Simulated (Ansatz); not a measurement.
## Ba3Y, space group I4/mmm: a comparison of norm-conserving and PAW potentials, step by step

Program: the Ansatz DFT code, driven from Python.

The cells in order, each with its output:

```python
import ansatz as az
import numpy as np
import pandas as pd
```

```python
def count_gap(report):
    # lowest empty less highest filled band, counting bands; zero where they overlap
    return max(report.get("gap_by_band_count_ev") or 0.0, 0.0)
```

```python
system = (
    az.Lattice.of((-2.95599, 2.95599, 5.9338), (2.95599, -2.95599, 5.9338), (2.95599, 2.95599, -5.9338))
    .atom("Ba", (0.75, 0.25, 0.5))
    .atom("Ba", (0.25, 0.75, 0.5))
    .atom("Ba", (0.5, 0.5, 0.0))
    .atom("Y", (0.0, 0.0, 0.0))
)
```

```python
system.resolved().sites[-1]
```

    Site(symbol='Y', position=(0.0, 0.0, 0.0), moment=None, axis=None, held=None, saved=None)

```python
calc = system.calculation()
calc = calc.scf(tolerance=1e-08)
calc = calc.occupations("Fermi-Dirac")
calc = calc.kpoints(4)
calc = calc.functional("pbesol").stress()
calc = calc.forces().band_table()
variants = {
    "PAW": calc.pseudopotentials("paw"),
    "norm-conserving": calc.pseudopotentials("nc"),
}
# totals differ by the cores that each treatment holds, so compare what does not depend on them
rows = []
for label, variant in variants.items():
    summary = variant.run().report
    levels = np.array(summary["eigenvalues_ev"][0]) - summary["fermi_energy_ev"]
    print(label, "levels at the first k-point near E_F:", np.round(levels[np.abs(levels) < 5], 3))
    rows.append((label, summary["n_electrons"], np.trace(summary["stress_gpa"]) / 3, float(np.abs(summary["forces_ev_ang"]).max()), count_gap(summary)))
print(pd.DataFrame(rows, columns=["treatment", "electrons in bands", "P GPa", "max force component eV/A", "gap by band count eV"]).round(4).to_string(index=False))
```

    DeckWarning: basis.ecutwfc = 420 eV, auto-derived from the records' recommended cutoffs: set by Ba (normal level)
    DeckWarning: output.stress: scf.convergence.dr2_threshold = 1e-8 eV is looser than the 4e-10 eV advised for a printed stress (1e-10 eV for each atom of the cell: 4). What an SCF threshold leaves in a [...]
    PAW levels at the first k-point near E_F: [-3.237 -1.046 -0.373 -0.349 -0.156  0.533  0.533  0.632  0.632  1.618
      1.684  1.828  1.828]
    DeckWarning: basis.ecutwfc = 979.609905 eV, auto-derived from the records' recommended cutoffs: set by Y (normal level)
    norm-conserving levels at the first k-point near E_F: [-3.239 -1.046 -0.372 -0.349 -0.156  0.533  0.533  0.632  0.632  1.619
      1.686  1.829  1.829]
          treatment  electrons in bands   P GPa  max force component eV/A  gap by band count eV
                PAW                41.0 -0.9986                       0.0                   0.0
    norm-conserving                41.0 -1.0025                       0.0                   0.0

PAW gives -0.999 GPa and norm-conserving -1.003 GPa, 0.004 GPa apart. They took 4.9 and 21.5 s of processor time.

These settings explore the input space; cutoff and mesh may be short of convergence. The computed bands are complete only to about 1.6 eV above the Fermi level. The mesh is modest for a metal, so energies can be off by several to tens of meV an atom and pressures by half a GPa or more; differences at equal mesh fare better. A gap by band count of zero or less means overlapping bands, a metal, and at an odd count of electrons it is no gap at all. The structure comes from a database of computed cells and needn't be a stable or known phase. Gaps and levels are Kohn-Sham values on a finite set of k-points, without spin-orbit coupling. Warnings are shown shortened and without file and line. Stress is positive in compression. It ran for 27 s on 1 thread of Arm Neoverse V2 (shared host), peak memory 0.88 GiB.
